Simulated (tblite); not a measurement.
# C5H7BrO: the cost of one run

Programs: tblite 0.8.0 and PySCF 2.14.0, with density-fitted response routines of our own. Each step states its level of theory. These are calculated values for one molecule in the gas phase, unless marked as measured. Atoms count from 0, in the outputs and in this text.

**1. The molecule as given**

14 atoms, charge 0, multiplicity 1; geometry from: force field or distance geometry start.

Bonds of the start (Å): C0–C1 1.34, C1–Br2 1.91, C1–O3 1.40, O3–C4 1.39, C4–C5 1.33, C5–C6 1.50, C0–H7 1.10, C0–H8 1.07, C4–H9 1.09, C5–H10 1.09, C6–H11 1.11, C6–H12 1.11, C6–H13 1.10.

**2. Relaxing the molecule with GFN2-xTB**

The job: settings as JSON, then the geometry in Å.

```
{"job": {"kind": "relax", "xc": "GFN2-xTB", "basis": "xTB"}, "charge": 0, "multiplicity": 1}
C      2.963200    -0.261400     0.709300
C      1.857100    -0.516500    -0.009200
Br     1.353300    -2.334300    -0.280100
O      1.140300     0.570100    -0.515400
C     -0.196500     0.768600    -0.180700
C     -1.168400    -0.068600    -0.526300
C     -2.560200     0.292200    -0.114000
H      3.272200     0.783600     0.886700
H      3.566100    -1.042200     1.134000
H     -0.488400     1.660400     0.370000
H     -0.951800    -0.985300    -1.081900
H     -2.614600     1.305800     0.333500
H     -3.193300     0.223900    -1.025700
H     -2.979600    -0.396700     0.633200
```

Command:

```console
$ OMP_NUM_THREADS=1 python probes_run.py task.json out
```

The driver reads the jobs from task.json and runs them one after another.

**Question.** How long does this first job take on 1 thread of Arm Neoverse N1, shared host, and how much memory does it need?

About 1.6 s, with a peak of 0.18 GiB.
